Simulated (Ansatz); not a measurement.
# ClH10N2OSi3 radical: Born-Oppenheimer dynamics

Aim: follow the atoms for 40 steps of 0.5 fs at constant energy, with velocities drawn for 100 K, and see to which side of the barrier the system falls.

Method: PBE0-D4/def2-SVP, unrestricted; program: Ansatz 0.2.0, Gaussian basis.

1 further run of the same task is left out (it didn't finish).

## (1) Where the work starts

The start, a first-order saddle point found at PBE0-D4 in triple zeta: 17 atoms, charge 0, spin multiplicity 2.

Atoms are counted from 1 here; the program's logs count them from 0.

Bond lengths: Si1–N2 1.940 Å, Si1–N4 1.713 Å, Si1–Cl6 2.182 Å, Si1–O8 1.851 Å, N2–Si3 1.748 Å, N2–H9 1.013 Å, Si3–H10 1.492 Å, Si3–H11 1.483 Å, Si3–H12 1.486 Å, N4–Si5 1.740 Å, N4–H13 1.011 Å, Si5–H14 1.483 Å, Si5–H15 1.489 Å, Si5–H16 1.484 Å, H7–O8 1.114 Å, O8–H17 0.963 Å. Angles: N2–Si1–N4 99.7°, N2–Si1–Cl6 159.5°, N2–Si1–O8 75.2°, N4–Si1–Cl6 98.8°, N4–Si1–O8 108.4°, Cl6–Si1–O8 90.6°, Si1–N2–Si3 125.8°, Si1–N2–H9 110.4°, Si3–N2–H9 113.2°, N2–Si3–H10 111.8°, N2–Si3–H11 108.8°, N2–Si3–H12 109.6°, H10–Si3–H11 108.1°, H10–Si3–H12 108.1°, H11–Si3–H12 110.3°, Si1–N4–Si5 129.6°, Si1–N4–H13 115.9°, Si5–N4–H13 114.1° and more.

Coordinates:

```
Si   -0.3909   -1.1961    0.1505
N    -0.3427   -0.5852   -1.6905
Si   -0.2137    1.0778   -2.2131
N    -0.4577    0.3156    0.9536
Si   -0.1078    0.7059    2.6131
Cl   -0.0836   -2.4838    1.8849
H     0.9084   -1.2143   -1.3856
O     1.3514   -1.4882   -0.4004
H    -0.9751   -1.1341   -2.2607
H    -1.2491    1.9416   -1.5747
H     1.1215    1.5971   -1.8298
H    -0.3927    1.1539   -3.6865
H    -0.8581    1.0793    0.4258
H     1.2694    0.3001    2.9848
H    -0.2163    2.1889    2.6971
H    -1.0684    0.1115    3.5759
H     1.7055   -2.3701   -0.2444
```

## (2) The run

Input file md/in.yaml:

```yaml
crystal:
  periodic: [false, false, false]
  atoms:
    - {symbol: Si, position_ang: [-0.390924, -1.196114, 0.150483]}
    - {symbol: N, position_ang: [-0.342691, -0.585204, -1.690526]}
    - {symbol: Si, position_ang: [-0.213711, 1.077804, -2.213147]}
    - {symbol: N, position_ang: [-0.457653, 0.315635, 0.953559]}
    - {symbol: Si, position_ang: [-0.107751, 0.705877, 2.613120]}
    - {symbol: Cl, position_ang: [-0.083595, -2.483799, 1.884904]}
    - {symbol: H, position_ang: [0.908382, -1.214264, -1.385595]}
    - {symbol: O, position_ang: [1.351405, -1.488188, -0.400437]}
    - {symbol: H, position_ang: [-0.975091, -1.134072, -2.260705]}
    - {symbol: H, position_ang: [-1.249101, 1.941578, -1.574689]}
    - {symbol: H, position_ang: [1.121490, 1.597052, -1.829792]}
    - {symbol: H, position_ang: [-0.392745, 1.153859, -3.686512]}
    - {symbol: H, position_ang: [-0.858071, 1.079276, 0.425821]}
    - {symbol: H, position_ang: [1.269389, 0.300115, 2.984832]}
    - {symbol: H, position_ang: [-0.216291, 2.188920, 2.697138]}
    - {symbol: H, position_ang: [-1.068389, 0.111498, 3.575860]}
    - {symbol: H, position_ang: [1.705548, -2.370073, -0.244416]}
basis:
  gaussian: {orbitals: def2-SVP}
magnetization: {spin_polarized: true, initial_magnetization: 1}
hamiltonian: {xc: pbe0, dispersion: d4}
md: {n_steps: 40, timestep: 0.5, temperature: 100, ensemble: nve, seed: 743, initial_velocities: maxwell_boltzmann}
```

Launch:

```console
$ ansatz run in.yaml --threads 4 --pin off --events-out ev --progress --plain --max-ram 66560MiB --backend cuda --devices 0, --max-vram 37GiB
```

Output (excerpt; [...] marks lines left out):

```text
Functional definition: PBE0
  name "PBE0"
  cite "Adamo & Barone, J. Chem. Phys. 110, 6158 (1999) doi:10.1063/1.478522"
  cite "Perdew, Burke & Ernzerhof, Phys. Rev. Lett. 77, 3865 (1996) doi:10.1103/PhysRevLett.77.3865"
  parent pbe
[...]
1703 factors; integrals over basis functions are off by at most 6.3e-4 eV
[...]
mean field -41312.43020123 eV, -1518.2038073243 hartree, gradient 2.7e-5 eV, S^2 0.752181; 0 other end points of the search recorded, 0 dependent functions left out
[...]
reference -41312.43023669 eV, -1518.2038086275 hartree; 46, 45 occupied and 118, 119 virtual orbitals, 1703 factors
md step     0: t =     0.00 fs  T =   100.0 K  F+E_penalty+E_count = -41312.90760003 eV  E_kin = 0.193890 eV  conserved = -41312.71371003 eV  (31 SCF iters)
[...]
md step    10: t =     5.00 fs  T =    75.3 K  F+E_penalty+E_count = -41312.85928094 eV  E_kin = 0.146028 eV  conserved = -41312.71325309 eV  (28 SCF iters)
[...]
md step    20: t =    10.00 fs  T =    75.7 K  F+E_penalty+E_count = -41312.86029682 eV  E_kin = 0.146871 eV  conserved = -41312.71342587 eV  (28 SCF iters)
[...]
md step    30: t =    15.00 fs  T =    97.8 K  F+E_penalty+E_count = -41312.90329399 eV  E_kin = 0.189582 eV  conserved = -41312.71371199 eV  (27 SCF iters)
[...]
md step    39: t =    19.50 fs  T =    87.3 K  F+E_penalty+E_count = -41312.88246114 eV  E_kin = 0.169185 eV  conserved = -41312.71327613 eV  (28 SCF iters)
[...]
Atom 1 at    -0.371289    -0.594140    -1.674701 Å, force    -0.117193     0.223151     0.363156 eV/Å
Atom 2 at    -0.217430     1.097428    -2.177242 Å, force     0.336667    -0.177162     0.133572 eV/Å
Atom 3 at    -0.441857     0.329788     0.923821 Å, force    -0.204589    -0.246093     0.228192 eV/Å
Atom 4 at    -0.095691     0.769197     2.611951 Å, force     0.841248     0.021296    -0.474315 eV/Å
Atom 5 at    -0.093751    -2.512237     1.874288 Å, force     0.142922    -0.046114     0.013054 eV/Å
Atom 6 at     1.182414    -1.314794    -1.336429 Å, force    -0.056033     0.091295    -0.198621 eV/Å
Atom 7 at     1.451413    -1.508882    -0.396730 Å, force     0.034863    -0.156349     0.443913 eV/Å
Atom 8 at    -1.012572    -1.097975    -2.283259 Å, force    -0.039550    -0.088181    -0.080803 eV/Å
Atom 9 at    -1.303804     1.962402    -1.623700 Å, force    -0.087899     0.087684     0.014871 eV/Å
Atom 10 at     1.098191     1.737156    -1.762293 Å, force    -0.375426    -0.364328    -0.073044 eV/Å
Atom 11 at    -0.304354     1.120594    -3.671817 Å, force    -0.036622     0.053618     0.025690 eV/Å
Atom 12 at    -1.028317     1.008324     0.429733 Å, force     0.216370    -0.076228     0.114912 eV/Å
Atom 13 at     1.390944     0.464946     2.937314 Å, force    -0.950105     0.153722    -0.139756 eV/Å
Atom 14 at    -0.303989     2.273156     2.710250 Å, force     0.022599    -0.452206    -0.038178 eV/Å
Atom 15 at    -0.990100     0.078772     3.578853 Å, force    -0.000093     0.018160     0.126758 eV/Å
Atom 16 at     1.788612    -2.408649    -0.301480 Å, force     0.056045    -0.092890     0.117640 eV/Å
Dipole moment:     0.174172    -0.148156    -0.676635 e Å
```

Wall time 88 s (1 × a share of an NVIDIA H100 with 4 threads of AMD EPYC 7R13, shared host).

## (3) The trajectory

Every 2 steps:

```
time (fs)  T (K)  potential (meV)  potential + kinetic (meV)  Si1–O8 (Å)  N2–H7 (Å)  Si1–N2 (Å)  H7–O8 (Å)
     0.00    100              0.0                        0.0       1.851      1.433       1.940      1.114
     1.00    100             -0.6                        0.0       1.855      1.447       1.941      1.107
     2.00     93             14.5                        0.2       1.860      1.461       1.942      1.100
     3.00     82             34.7                        0.4       1.865      1.475       1.942      1.092
     4.00     76             48.0                        0.5       1.871      1.490       1.943      1.083
     5.00     75             48.3                        0.5       1.876      1.507       1.944      1.073
     6.00     80             38.7                        0.3       1.882      1.524       1.944      1.062
     7.00     86             27.7                        0.2       1.888      1.542       1.945      1.052
     8.00     88             23.8                        0.1       1.895      1.561       1.945      1.041
     9.00     84             31.2                        0.1       1.902      1.580       1.945      1.033
    10.00     76             47.3                        0.3       1.909      1.599       1.945      1.026
    11.00     68             62.0                        0.5       1.916      1.617       1.944      1.022
    12.00     68             63.2                        0.6       1.923      1.634       1.943      1.020
    13.00     76             46.8                        0.4       1.931      1.650       1.942      1.020
    14.00     89             22.0                        0.1       1.939      1.665       1.941      1.020
    15.00     98              4.3                        0.0       1.947      1.680       1.939      1.020
    16.00     98              3.2                        0.1       1.956      1.694       1.937      1.018
    17.00     93             14.4                        0.3       1.964      1.708       1.934      1.014
    18.00     87             25.8                        0.4       1.973      1.721       1.931      1.008
    19.00     86             28.2                        0.5       1.981      1.734       1.927      1.002
    20.00     90             19.7                        0.4       1.989      1.746       1.923      0.997
```

Energies count from the start.

Positions (Å) and forces (eV/Å) at 20.00 fs:

```xyz
17

Si   -0.447   -1.240    0.135    0.217    1.051   -0.577
N    -0.371   -0.594   -1.675   -0.117    0.223    0.363
Si   -0.217    1.097   -2.177    0.337   -0.177    0.134
N    -0.442    0.330    0.924   -0.205   -0.246    0.228
Si   -0.096    0.769    2.612    0.841    0.021   -0.474
Cl   -0.094   -2.512    1.874    0.143   -0.046    0.013
H     1.182   -1.315   -1.336   -0.056    0.091   -0.199
O     1.451   -1.509   -0.397    0.035   -0.156    0.444
H    -1.013   -1.098   -2.283   -0.040   -0.088   -0.081
H    -1.304    1.962   -1.624   -0.088    0.088    0.015
H     1.098    1.737   -1.762   -0.375   -0.364   -0.073
H    -0.304    1.121   -3.672   -0.037    0.054    0.026
H    -1.028    1.008    0.430    0.216   -0.076    0.115
H     1.391    0.465    2.937   -0.950    0.154   -0.140
H    -0.304    2.273    2.710    0.023   -0.452   -0.038
H    -0.990    0.079    3.579    0.000    0.018    0.127
H     1.789   -2.409   -0.301    0.056   -0.093    0.118
```

## (4) What came out

| quantity | value |
| --- | --- |
| length | 40 steps, 20.0 fs |
| temperature at the start | 100 K |
| mean temperature, second half | 84 K |
| lowest and highest potential energy, from the first frame | -3 and 65 meV |
| largest change of potential + kinetic | 0.6 meV |

**Reading.** By the last frame it has moved back towards the start side of the step. With no thermostat the total energy should stay fixed; it holds within 0.6 meV, small beside the kinetic energy, so the time step serves. The temperature runs between 67 and 101 K.
